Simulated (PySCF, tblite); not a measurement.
# C4H2N4: geometry, infrared bands, NMR shifts and spin-spin couplings

What infrared bands, NMR shifts and spin-spin couplings should C4H2N4 (`N#Cc1cnnnc1`) show?

Programs: tblite 0.8.0 and PySCF 2.14.0, with density-fitted response routines of our own. Each step states its level of theory. These are calculated values for one molecule in the gas phase, unless marked as measured. Atoms are numbered from 0 throughout.

## Step 1: The starting structure

10 atoms, charge 0, multiplicity 1; geometry from: force field or distance geometry start.

Bonds of the start (Å): N0–C1 1.17, C1–C2 1.41, C2–C3 1.36, C3–N4 1.35, N4–N5 1.31, N5–N6 1.32, N6–C7 1.35, C7–C2 1.37, C3–H8 1.10, C7–H9 1.08.

## Step 2: Relaxing the molecule with GFN2-xTB

Job settings and geometry (Å):

```
{"job": {"kind": "relax", "xc": "GFN2-xTB", "basis": "xTB"}, "charge": 0, "multiplicity": 1}
N      3.076200     0.109800     0.039500
C      1.903900     0.074600     0.014700
C      0.500000     0.014300     0.008300
C     -0.202400    -1.150300    -0.023300
N     -1.548500    -1.206700    -0.025800
N     -2.229900    -0.082700    -0.034900
N     -1.631300     1.090700    -0.017700
C     -0.280200     1.144200     0.008800
H      0.294000    -2.128900    -0.015700
H      0.127300     2.139700     0.023500
```

The run is started by

```bash
> OMP_NUM_THREADS=1 python probes_run.py task.json out
```

This one command runs all jobs of the session in turn.

**Question.** This job is followed by: GFN2-xTB harmonic vibrations, gas phase; GIAO PBE0/pcSseg-1 NMR shielding, non-relativistic, gas phase; B3LYP/pcJ-1 indirect spin-spin coupling, non-relativistic, gas phase. What will the session give for the following? strongest single infrared mode (GFN2-xTB); zero-point energy (GFN2-xTB); 13C shifts against TMS (PBE0/pcSseg-1, means over atoms taken as alike); 1H shifts against TMS (PBE0/pcSseg-1, means over atoms taken as alike); 15N shifts against NH3 (PBE0/pcSseg-1, means over atoms taken as alike); surface potential, 1st and 99th percentile; largest coupling of the table (B3LYP/pcJ-1).

The runs gave:

```
                                                               quantity                    value
                              strongest single infrared mode (GFN2-xTB)    2370 cm⁻¹, 121 km/mol
                                           zero-point energy (GFN2-xTB)            37.2 kcal/mol
13C shifts against TMS (PBE0/pcSseg-1, means over atoms taken as alike)  153.0, 119.5, 111.2 ppm
 1H shifts against TMS (PBE0/pcSseg-1, means over atoms taken as alike)                 9.31 ppm
15N shifts against NH3 (PBE0/pcSseg-1, means over atoms taken as alike)  559.2, 440.9, 346.8 ppm
                                  surface potential, 1st and 99th percentile       -1.46 V and 1.84 V
                            largest coupling of the table (B3LYP/pcJ-1)  1J(C,H) C3–H8, 203.7 Hz
```

What this shows: Over 14 steps the energy fell by 0.202 eV; of the close pairs, C2–C3 changed most, 1.360 to 1.401 Å. All 24 modes are real, so the xTB geometry is a minimum. The strongest single mode, at 2370 cm⁻¹, moves mainly C1 and N0. GFN2-xTB is a fitted tight-binding method: band positions and strengths are rough. Its intensities can rank the bands wrongly. At PBE0/pcSseg-1: The widest tensor belongs to N5: span 1050 ppm, with a paramagnetic part of -601 ppm. NICS(1)zz of -27 ppm above the planar ring from C2 marks a diatropic (aromatic) ring current. By nearest atom (PBE0/pcSseg-1), the HOMO sits on N5 48 %; N4, N6 about 20 % each and the LUMO on N5 25 %; C2 21 %. In the run at B3LYP/pcJ-1, the largest coupling of the table is C3–H8 (mean over like pairs), 203.7 Hz, of which the Fermi-contact term gives 203.7 Hz.
